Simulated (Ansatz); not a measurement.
What does this script print? It uses Ansatz 0.2.0 through its Python package.

`c2h6ssn_scan.py`:
```python
from dataclasses import dataclass

import ansatz
import numpy as np


@dataclass
class RunConfig:
    basis_set: str = "def2-SVP"
    functional: str = "pbe0"
    vdw: str = "d3bj"


cfg = RunConfig()

GEOMETRY = """
C    -0.09210    0.74960    0.79420
C    -0.42350    0.69140   -0.70940
Sn    0.85060   -0.75130   -1.62910
S     0.62020   -2.89210   -0.57140
H    -0.32360   -0.19250    1.25310
H     0.91430    1.11180    0.95090
H    -0.78310    1.55660    1.24150
H    -1.43500    0.40200   -0.87910
H    -0.24930    1.69850   -1.14640
H     1.00460   -2.42520    0.69870
"""

molecule = ansatz.Crystal.molecule()
for line in GEOMETRY.strip().splitlines():
    symbol, *xyz = line.split()
    molecule = molecule.atom(symbol, [float(v) for v in xyz])

symbols = [site.symbol for site in molecule.cartesian_sites]
start = np.array([site.position_ang for site in molecule.cartesian_sites])
axis = (start[7] - start[1]) / np.linalg.norm(start[7] - start[1])
moving = [7]
lengths, energies = [0.938, 0.98, 1.023, 1.066, 1.108, 1.151, 1.194, 1.258], []
for length in lengths:
    xyz = start.copy()
    xyz[moving] += (length - np.linalg.norm(start[7] - start[1])) * axis
    point = ansatz.Crystal.molecule()
    for symbol, place in zip(symbols, xyz):
        point = point.atom(symbol, place.tolist())
    setup = (
        point.calculation()
        .basis(gaussian=cfg.basis_set)
        .functional(cfg.functional, dispersion=cfg.vdw)
    )
    r = setup.run(threads=1).report
    energies.append(r["free_energy_ev"])
    print(f"r = {length:6.3f} A  E = {energies[-1]:.5f} eV  <S^2> = {abs(r['mean_field']['state']['spin_squared']):.3f}")

fit = np.polynomial.Polynomial.fit(lengths, np.array(energies) - min(energies), 4).convert()
roots = [r.real for r in fit.deriv().roots() if abs(r.imag) < 1e-9 and fit.deriv(2)(r.real) > 0]
r_e = min(roots, key=lambda r: abs(r - lengths[int(np.argmin(energies))]))
print(f"minimum of the fit at {r_e:.4f} A, force constant {fit.deriv(2)(r_e):.2f} eV/A^2")
```

```console
$ python c2h6ssn_scan.py
r =  0.938 A  E = -18826.93113 eV  <S^2> = 0.000
r =  0.980 A  E = -18827.24087 eV  <S^2> = 0.000
r =  1.023 A  E = -18827.43738 eV  <S^2> = 0.000
r =  1.066 A  E = -18827.53748 eV  <S^2> = 0.000
r =  1.108 A  E = -18827.56207 eV  <S^2> = 0.000
r =  1.151 A  E = -18827.52869 eV  <S^2> = 0.000
r =  1.194 A  E = -18827.44936 eV  <S^2> = 0.000
r =  1.258 A  E = -18827.26895 eV  <S^2> = 0.000
minimum of the fit at 1.1033 A, force constant 32.73 eV/A^2
```

Total energies depend on the basis set; only differences at equal settings carry meaning. The rest of the molecule is held rigid at a force-field or estimated start geometry, and the basis set is modest; single-reference methods fail as a bond breaks. def2 sets replace the cores of elements past krypton by effective core potentials. The orbitals are restricted, so S² is zero by construction. Processor time in the engine: 25 s on 1 thread of Intel(R) Xeon(R) Processor @ 2.30GHz, with other jobs on the host, peak memory 0.33 GiB.
